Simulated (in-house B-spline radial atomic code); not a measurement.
**Br²⁸⁺: excited configurations**

Aim: the energies of several excited configurations of Br²⁸⁺ above a reference configuration, each from its own self-consistent run.

Program: in-house B-spline radial atomic code version 1. Level of theory: Dirac-Hartree-Fock, average of configuration, Fermi nucleus, basis-set limit. These are calculated values, not measurements, unless marked.

### Step 1. What is computed

* element: bromine (Z = 35)
* charge: +28
* electrons: 7
* configuration: [He] 2s2 2p3
* Hamiltonian: Dirac-Coulomb
* nucleus: Fermi, rms radius 4.163 fm

Outer shells as boxes (Hund's rule):

[He] 2s2 2p3
```
[He] core
2s [↑↓]
2p [↑ ][↑ ][↑ ]
```

The boxes draw the filling by Hund's rule, which heavy ions in jj coupling don't follow; these runs average over all states of the configuration.

Settings, as recorded:

```ini
Z = 35
electrons = 7.0
configuration = [He] 2s2 2p3
hamiltonian = dirac
method = hf
spin_polarised = False
nucleus = fermi
rms_radius = 4.1629
mass_number = 79
atomic_mass = 78.918337574
speed_of_light = 137.035999084
```

The reference is known from an earlier run: -1870.718723 hartree in all. Up to eight levels, counted from the top:

| orbital | occupation | energy (eV) | <r> (bohr) |
| --- | --- | --- | --- |
| 1s1/2 | 2 | -15350.3 | 0.04256 |
| 2s1/2 | 2 | -3334.51 | 0.1800 |
| 2p1/2 | 1 | -3222.31 | 0.1529 |
| 2p3/2 | 2 | -3168.73 | 0.1563 |

### Step 2. [He] 2s2 2p2 3d1

Settings, as recorded:

```ini
Z = 35
electrons = 7.0
configuration = [He] 2s2 2p2 3d1
hamiltonian = dirac
method = hf
spin_polarised = False
nucleus = fermi
rms_radius = 4.1629
mass_number = 79
atomic_mass = 78.918337574
speed_of_light = 137.035999084
```

### Step 3. [He] 2s1 2p3 6g1

Changes to the settings of step 2:

```diff
@@ -2,3 +2,3 @@
 electrons = 7.0
-configuration = [He] 2s2 2p2 3d1
+configuration = [He] 2s1 2p3 6g1
 hamiltonian = dirac
```

### Step 4. Run with [He] 2s2 2p2 5s1

Changes to the settings of step 3:

```diff
@@ -2,3 +2,3 @@
 electrons = 7.0
-configuration = [He] 2s1 2p3 6g1
+configuration = [He] 2s2 2p2 5s1
 hamiltonian = dirac
```

### Step 5. Configuration [He] 2s2 2p2 6f1

Changes to the settings of step 4:

```diff
@@ -2,3 +2,3 @@
 electrons = 7.0
-configuration = [He] 2s2 2p2 5s1
+configuration = [He] 2s2 2p2 6f1
 hamiltonian = dirac
```

### Step 6. [He] 2s1 2p3 3p1

Changes to the settings of step 5:

```diff
@@ -2,3 +2,3 @@
 electrons = 7.0
-configuration = [He] 2s2 2p2 6f1
+configuration = [He] 2s1 2p3 3p1
 hamiltonian = dirac
```

**Question.** How far above the reference does each configuration lie (order and size, in eV)?

The runs gave:

| net move | configuration | energy above the reference (eV) | with Breit, QED, recoil (eV) | largest <r> (bohr) |
| --- | --- | --- | --- | --- |
| 2p → 3d | [He] 2s2 2p2 3d1 | 1886.01 | 1884.06 | 0.351 |
| 2s → 3p | [He] 2s1 2p3 3p1 | 1984.79 | 1982.32 | 0.408 |
| 2p → 5s | [He] 2s2 2p2 5s1 | 2700.58 | 2698.67 | 1.22 |
| 2p → 6f | [He] 2s2 2p2 6f1 | 2866.24 | 2864.17 | 1.65 |
| 2s → 6g | [He] 2s1 2p3 6g1 | 3015.20 | 3012.20 | 1.52 |

Quantum defects of the promoted electron, δ = n − ζ/√(−2ε) with ζ = 29 and ε its orbital energy in hartree:

| promotion | δ |
| --- | --- |
| 2p → 3d | 0.032 |
| 2s → 3p | 0.087 |
| 2p → 5s | 0.140 |
| 2p → 6f | 0.008 |
| 2s → 6g | 0.002 |

The energies run from 1886.01 eV (2p → 3d) to 3015.20 eV (2s → 6g). Of those tabulated, the defect is largest for 5s (0.14) and least for 6g (0.00); at this charge much of the defect is relativistic. Two partly filled shells share a symmetry and can mix in the average, which may lower the energy, for: 2s → 3p. These are averages over configurations, without correlation, not spectroscopic levels.
